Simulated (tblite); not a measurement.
**AlPH3F3 (SMILES F[P+](F)(F)[AlH3-]) at GFN1-xTB**

Aim: the electronic atomisation energy of AlPH3F3 at GFN1-xTB, from 5 runs. 

The calculation is run with tblite 0.8.0.

20 further runs of the same task are left out: 20 set aside as unsound or not needed.

### 1 The molecule

AlPH3F3 has 8 atoms, charge 0, and is taken as a singlet. SMILES: `F[P+](F)(F)[AlH3-]`. The shape was relaxed beforehand at GFN1-xTB.

Bond lengths: F1–P2 1.592 Å, P2–F3 1.592 Å, P2–F4 1.590 Å, P2–Al5 2.498 Å, Al5–H6 1.531 Å, Al5–H7 1.533 Å, Al5–H8 1.532 Å. Some angles: F1–P2–F3 97.3°, F1–P2–F4 97.3°, F1–P2–Al5 122.4°, F3–P2–F4 97.3°, F3–P2–Al5 120.4°, F4–P2–Al5 116.8°, P2–Al5–H6 94.3°, P2–Al5–H7 92.6°, P2–Al5–H8 93.7°, H6–Al5–H7 119.6°.

### 2 The harmonic vibrations at GFN1-xTB

start.xyz

```xyz
8

F      0.890104    -1.097735     1.798099
P      0.600685    -0.733865     0.275105
F      0.357344    -2.218162    -0.245655
F      2.115225    -0.602357    -0.192251
Al    -0.947952     1.110089    -0.388681
H     -1.323062     1.470733     1.051606
H      0.168022     1.885533    -1.097513
H     -1.860376     0.185764    -1.200710
```

calc.py

```python
import json
import numpy as np
from tblite.interface import Calculator
from tblite.interface import symbols_to_numbers
from ase.data import atomic_masses

symbols = list(map(str, np.loadtxt("start.xyz", skiprows=2, usecols=0, dtype=str, ndmin=1)))
numbers = np.array(symbols_to_numbers(symbols))
positions = np.loadtxt("start.xyz", skiprows=2, usecols=(1, 2, 3), ndmin=2) / 0.5291772

xtb = Calculator("GFN1-xTB", numbers, positions, charge=0, uhf=0)
xtb.set("verbosity", 0)
xtb.set("accuracy", 0.01)
wfn = xtb.singlepoint()
h = 0.005  # bohr
n = positions.size
H, D = np.zeros((n, n)), np.zeros((n, 3))
for a in range(n):
    g, d = [], []
    for sign in (1, -1):
        x = positions.ravel().copy()
        x[a] += sign * h
        xtb.update(x.reshape(-1, 3))
        y = xtb.singlepoint()
        g.append(y.get('gradient').ravel())
        d.append(y.get('dipole'))
    H[a], D[a] = (g[0] - g[1]) / (2 * h), (d[0] - d[1]) / (2 * h)
mass = np.repeat(atomic_masses[numbers], 3)
H = (H + H.T) / 2 / np.sqrt(np.outer(mass, mass))
# project out translations and rotations
com = positions - atomic_masses[numbers] @ positions / atomic_masses[numbers].sum()
T = [np.tile(v, len(numbers)) for v in np.eye(3)] + [np.cross(com, v).ravel() for v in np.eye(3)]
U, sv, _ = np.linalg.svd((np.array(T) * np.sqrt(mass)).T)
Q = U[:, (sv > 1e-3 * sv.max()).sum():]
w, V = np.linalg.eigh(Q.T @ H @ Q)
freq = np.sign(w) * np.sqrt(np.abs(w)) * 5140.487
inten = (((Q @ V).T / np.sqrt(mass)) @ D) ** 2
inten = inten.sum(axis=1) * 974.88
print(f"E = {wfn.get('energy'):.8f} Eh, max gradient {np.abs(wfn.get('gradient')).max():.2e} Eh/bohr")
print("mode   frequency/cm^-1   IR/(km/mol)")
for i, (v, s) in enumerate(zip(freq, inten), 1):
    print(f"{i:4d} {v:14.2f} {s:14.3f}")
zpe = freq[freq > 0].sum() / 2 / 219474.63
print(f"imaginary modes: {(freq < -10).sum()}, zero-point energy {zpe:.6f} Eh = {zpe * 27.211386:.4f} eV")
out = {k: np.asarray(wfn.get(k)).tolist() for k in ("energy", "gradient", "charges", "dipole", "orbital-energies", "orbital-occupations")}
out.update(symbols=symbols, positions=(positions * 0.529177210903).tolist(), frequencies=freq.tolist(), intensities=inten.tolist(), zpe=zpe)
json.dump(out, open("results.json", "w"))
```

Launch:

```bash
$ python calc.py
```

The program printed:

```text
E = -21.12917246 Eh, max gradient 3.00e-05 Eh/bohr
mode   frequency/cm^-1   IR/(km/mol)
   1         -72.90          0.001
   2         -19.37          2.105
   3          30.54          1.943
   4         204.91         10.843
   5         278.46         11.696
   6         280.04         11.690
   7         401.30         71.892
   8         431.48         36.138
   9         435.78         39.011
  10         630.63        974.116
  11         751.59        133.774
  12         752.43        133.142
  13         768.32        678.052
  14         769.31        676.479
  15         781.04        217.660
  16        1778.31         85.880
  17        1785.23        507.577
  18        1787.43        561.653
imaginary modes: 2, zero-point energy 0.027035 Eh = 0.7356 eV
```

Run time: 0.94 s. Hardware: 1 thread of Intel Xeon at 2.50GHz (Skylake/Cascade Lake), shared host.

### 3 The Al atom: the energy at GFN1-xTB

calc.py

```python
"""GFN1-xTB single point with ASE"""
import json
import numpy as np
from ase import Atoms
from ase.units import Bohr
from tblite.ase import TBLite
from ase.units import kcal, mol as mol_
from ase.units import Debye

atoms = Atoms(["Al"], positions=Bohr * np.array([
    [0.000000, 0.000000, 0.000000],
]))
start = atoms.get_positions()

atoms.calc = TBLite(
    method="GFN1-xTB",
    multiplicity=2,
    accuracy=0.1,
    spin_polarization=1.0,
)
print(f"Potential energy: {atoms.get_potential_energy() / (kcal / mol_):.6f} kcal/mol")
print(f"Dipole: {np.linalg.norm(atoms.get_dipole_moment()) / Debye:.4f} D")
for a, q in zip(atoms, atoms.get_charges()):
    print(f"{a.symbol}{a.index + 1} {q:+.4f}")
json.dump(dict(energy=atoms.get_potential_energy(), forces=atoms.get_forces().tolist(), dipole=atoms.get_dipole_moment().tolist(), charges=atoms.get_charges().tolist(),
               symbols=atoms.get_chemical_symbols(), start=start.tolist(), final=atoms.positions.tolist()), open("results.json", "w"))
```

Launch:

```bash
$ python calc.py
```

The program printed:

```text
------------------------------------------------------------
  cycle        total energy    energy error   density error
------------------------------------------------------------
      1     -1.084584190504  -1.0845842E+00   4.0824829E-01
      2     -1.084584190504   0.0000000E+00   2.4494897E-01
      3     -1.084584190504   0.0000000E+00   1.4695469E-05
      4     -1.084584190504   0.0000000E+00   1.1376491E-14
------------------------------------------------------------

 total:                                   0.001 sec
Potential energy: -680.586855 kcal/mol
Dipole: 0.0000 D
Al1 +0.0000
```

It took 0.37 s on 1 thread of Intel Xeon at 2.50GHz (Skylake/Cascade Lake), shared host.

### 4 The F atom: a single-point energy at GFN1-xTB

script.py

```python
import json
import numpy as np
from tblite.interface import Calculator
from tblite.interface import symbols_to_numbers

geometry = """
F      0.000000     0.000000     0.000000
"""
lines = [l.split() for l in geometry.strip().splitlines()]
symbols = [l[0] for l in lines]
numbers = np.array(symbols_to_numbers(symbols))
positions = np.array([l[1:4] for l in lines], float) / 0.5291772

xtb = Calculator("GFN1-xTB", numbers, positions, charge=0, uhf=1)
xtb.set("accuracy", 0.1)
xtb.add("spin-polarization", 1.0)
result = xtb.singlepoint()

print(f"total energy: {result.get('energy') * 27.211386:.8f} eV")
eps = np.atleast_2d(result.get("orbital-energies")) * 27.211386
occ = np.atleast_2d(result.get("orbital-occupations"))
filled = occ.sum(axis=0) if eps.shape[0] == 1 else occ[0]
homo = np.nonzero(filled > 0.5)[0].max()
print("  MO   occupation   energy/eV")
for i in range(max(0, homo - 4), min(eps.shape[1], homo + 5)):
    print(f"{i + 1:4d} {filled[i]:10.4f} {eps[0, i]:12.4f}")
mu = result.get("dipole") * 2.541746
print(f"|mu|: {np.linalg.norm(mu):.4f} D, components " + " ".join(f"{c:.4f}" for c in mu))
q = result.get("charges")
print("Charges:", " ".join(f"{s}{i + 1}={c:+.4f}" for i, (s, c) in enumerate(zip(symbols, q))))
out = {k: np.asarray(result.get(k)).tolist() for k in ("energy", "gradient", "charges", "dipole", "orbital-energies", "orbital-occupations")}
out.update(symbols=symbols, positions=(positions * 0.529177210903).tolist())
json.dump(out, open("results.json", "w"))
```

Launch:

```bash
$ python script.py
```

The program printed:

```text
------------------------------------------------------------
  cycle        total energy    energy error   density error
------------------------------------------------------------
      1     -5.011907352078  -5.0119074E+00   5.0000000E-01
      2     -5.011907352078   0.0000000E+00   3.0000000E-01
      3     -5.011907352078   0.0000000E+00   1.7998200E-05
      4     -5.011907352078   0.0000000E+00   1.3988810E-14
------------------------------------------------------------

 total:                                   0.001 sec
total energy: -136.38094555 eV
  MO   occupation   energy/eV
   1     1.0000     -25.6248
   2     1.0000     -18.0887
   3     1.0000     -18.0887
   4     1.0000     -18.0887
|mu|: 0.0000 D, components 0.0000 0.0000 0.0000
Charges: F1=+0.0000
```

Run time: 0.33 s. Hardware: 1 thread of Intel Xeon at 2.50GHz (Skylake/Cascade Lake), shared host.

### 5 The H atom: a single-point energy at GFN1-xTB

input.xyz

```xyz
1

H      0.000000     0.000000     0.000000
```

xtb_job.py

```python
# GFN1-xTB single point
import json
import numpy as np
from tblite.interface import Calculator
from tblite.interface import symbols_to_numbers

symbols = list(map(str, np.loadtxt("input.xyz", skiprows=2, usecols=0, dtype=str, ndmin=1)))
numbers = np.array(symbols_to_numbers(symbols))
positions = np.loadtxt("input.xyz", skiprows=2, usecols=(1, 2, 3), ndmin=2) / 0.529177210903

calc = Calculator("GFN1-xTB", numbers, positions, charge=0, uhf=1)
calc.set("verbosity", 0)
calc.set("accuracy", 0.1)
calc.add("spin-polarization", 1.0)
wfn = calc.singlepoint()

print(f"E(total): {wfn.get('energy') * 27.211386:.8f} eV")
eps = np.atleast_2d(wfn.get("orbital-energies")) * 27.211386
occ = np.atleast_2d(wfn.get("orbital-occupations"))
filled = occ.sum(axis=0) if eps.shape[0] == 1 else occ[0]
homo = np.nonzero(filled > 0.5)[0].max()
print("  MO   occupation   energy/eV")
for i in range(max(0, homo - 4), min(eps.shape[1], homo + 5)):
    print(f"{i + 1:4d} {filled[i]:10.4f} {eps[0, i]:12.4f}")
mu = wfn.get("dipole") * 2.541746
print(f"Dipole moment: {np.linalg.norm(mu):.4f} D, components " + " ".join(f"{c:.4f}" for c in mu))
q = wfn.get("charges")
print("Charges:", " ".join(f"{s}{i + 1}={c:+.4f}" for i, (s, c) in enumerate(zip(symbols, q))))
out = {k: np.asarray(wfn.get(k)).tolist() for k in ("energy", "gradient", "charges", "dipole", "orbital-energies", "orbital-occupations")}
out.update(symbols=symbols, positions=(positions * 0.529177210903).tolist())
json.dump(out, open("results.json", "w"))
```

Run the same way, it converges to -0.43724 Eh (log not shown).

### 6 The P atom: a single-point energy at GFN1-xTB

run.py

```python
"""GFN1-xTB single point with ASE"""
import json
import numpy as np
from ase import Atoms
from tblite.ase import TBLite
from ase.units import Debye

molecule = Atoms(
    symbols=["P"],
    positions=[
        [0.000000, 0.000000, 0.000000],
    ],
)
start = molecule.get_positions()

molecule.calc = TBLite(
    method="GFN1-xTB",
    multiplicity=4,
    accuracy=0.1,
    spin_polarization=1.0,
)
print(f"Potential energy: {molecule.get_potential_energy():.6f} eV")
print(f"Dipole: {np.linalg.norm(molecule.get_dipole_moment()) / Debye:.4f} D")
for a, q in zip(molecule, molecule.get_charges()):
    print(f"{a.symbol}{a.index + 1} {q:+.4f}")
json.dump(dict(energy=molecule.get_potential_energy(), forces=molecule.get_forces().tolist(), dipole=molecule.get_dipole_moment().tolist(), charges=molecule.get_charges().tolist(),
               symbols=molecule.get_chemical_symbols(), start=start.tolist(), final=molecule.positions.tolist()), open("results.json", "w"))
```

Run the same way, it converges to -2.48848 Eh (log not shown).

### 7 Results

At GFN1-xTB:

```
                                     quantity                 value
                       molecule: total energy          -21.12917 Eh
                      molecule: dipole moment                0.43 D
                        molecule: HOMO energy             -12.44 eV
                        molecule: LUMO energy              -8.04 eV
                      molecule: HOMO–LUMO gap               4.40 eV
           molecule: largest force on an atom            0.002 eV/Å
         molecule: lowest harmonic wavenumber  73i cm⁻¹ (imaginary)
        molecule: highest harmonic wavenumber             1787 cm⁻¹
                        Al atom: total energy           -1.08458 Eh
                       Al atom: dipole moment                0.00 D
            Al atom: largest force on an atom            0.000 eV/Å
                         F atom: total energy           -5.01191 Eh
                        F atom: dipole moment                0.00 D
F atom: HOMO energy (as the program lists it)             -18.09 eV
             F atom: largest force on an atom            0.000 eV/Å
                         H atom: total energy           -0.43724 Eh
                        H atom: dipole moment                0.00 D
H atom: HOMO energy (as the program lists it)             -12.87 eV
             H atom: largest force on an atom            0.000 eV/Å
                         P atom: total energy           -2.48848 Eh
                        P atom: dipole moment                0.00 D
             P atom: largest force on an atom            0.000 eV/Å
                electronic atomisation energy             32.889 eV
```

In words: Taking the molecule apart into free atoms costs 32.89 eV (3173 kJ/mol), before zero-point energy and without spin-orbit coupling. Tight-binding and semi-empirical models aren't fitted to free atoms, so this value can be far from the true one. 2 modes are imaginary (lowest 73i cm⁻¹): a higher-order saddle point.
